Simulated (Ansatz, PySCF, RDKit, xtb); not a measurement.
**GaSiPHF: from the formula to a structure**

Given the formula GaSiPHF and nothing else, which arrangement of the atoms is the most stable in the gas at 298.15 K, and what are its properties?

The funnel: GFN2-xTB relaxations, single points with a density functional, relaxations at B3LYP/6-31G*, harmonic vibrations, and a last energy at a higher level. All values are calculated.

7 further runs of the same task are left out: 7 set aside as unsound or not needed.

### 1 Candidates

All bonding patterns within simple valence rules are listed by program: one Lewis structure each, at most two rings and one unusual centre or charged pair. O–O, O–halogen and N–halogen bonds and N–N–N chains are not drawn. That gives 36 candidates.

c006 F/[SiH]=[P]/[Ga] (triplet); c029 F/[SiH]=[P]\[Ga] (triplet); c055 F/P=[SiH]\[Ga]; c062 F[Si]#[P@H][Ga]; c078 F[Si](=P)[Ga]; c110 F[Si]#[P@@H][Ga] (triplet); c135 [F][GaH][P]=[Si] (triplet); c187 F[P@H]#[Si][Ga]; c212 F[Si@@H]1[P-][Ga+]1; c221 [F][Ga+][Si-]=P; c231 F[P@@H]#[Si][Ga] (triplet); c332 F/P=[SiH]\[Ga] (triplet); c351 F[P@]1[SiH-][Ga+]1; c397 F/P=[SiH]/[Ga]; c415 F[P@@](#[SiH])[Ga] (triplet); c417 [F][GaH][Si]#P; c448 [F][Ga+][SiH-]#P; c451 F[Si-]1[P@H][Ga+]1; c474 F/P=[SiH]/[Ga] (triplet); c543 [F][GaH][P]=[Si]; c550 F[P@](#[SiH])[Ga] (triplet); c574 F[Si]1=[P][GaH]1; c577 F[Si-](#P)[GaH+]; c578 F[P@@H]#[Si][Ga]; c606 F/[SiH]=[P]/[Ga]; c666 F[Si](=P)[Ga] (triplet); c699 F[Si]#[P@H][Ga] (triplet); c728 F[P@@](#[SiH])[Ga]; c758 F/P=[Si-]/[GaH+]; c786 F[P@](#[SiH])[Ga]; c793 F/[SiH]=[P]\[Ga]; c827 [F][Ga]1[SiH]=[P]1; c854 F[P@@H]1=[Si-][Ga+]1; c886 F[Si]#[P@@H][Ga]; c906 F/P=[Si-]\[GaH+]; c922 F[P@H]#[Si][Ga] (triplet).

Candidates are built by distance geometry, with a force field where one applies, in up to four conformers (letters a to d). 6 starts with atoms placed at random are added, to find patterns that the rules miss.

Q: Predict the outcome of this search (final energies at CCSD(T)/def2-TZVP).

| quantity | value |
| --- | --- |
| lowest structure found | F/[SiH]=[P]/[Ga], singlet, Cs |
| next finalist | F[Si]1=[P][GaH]1, singlet, 10.2 kcal/mol higher in G |
| share at equilibrium, among the finalists | 100.0 % |
| harmonic wavenumbers, lowest and highest (B3LYP/6-31G*) | 73 and 2224 cm⁻¹ |
| rotational constants, same geometry | 0.2589, 0.03841, 0.03345 cm⁻¹ |
| dipole moment (PBE0/def2-TZVPD) | 2.32 D |
| HOMO energy (PBE0/def2-TZVPD) | -6.14 eV |
| LUMO energy (PBE0/def2-TZVPD) | -2.21 eV |
| HOMO–LUMO gap (PBE0/def2-TZVPD) | 3.93 eV |
| lowest excitation (TD-B3LYP/def2-SVPD) | 2.73 eV (f = 0.011) |
| strongest of the states computed, same level | 4.01 eV (f = 0.045) |
| lowest triplet excitation, same level, Tamm-Dancoff | 2.08 eV |
| vertical ionisation energy | 7.96 eV |
| vertical electron affinity | 0.65 eV |
| vertical triplet less singlet | +1.99 eV |

The lowest structure found is `F/[SiH]=[P]/[Ga]`. The margin of 10.2 kcal/mol over the next finalist is beyond the usual error of the last level; it says nothing of structures that weren't ranked. B3LYP/6-31G*, HF/def2-TZVP and MP2/def2-TZVP already put its bonding pattern lowest among the structures in one piece. The search is not exhaustive (a finite list of starts, one conformer a finalist), so a lower isomer can't be ruled out.
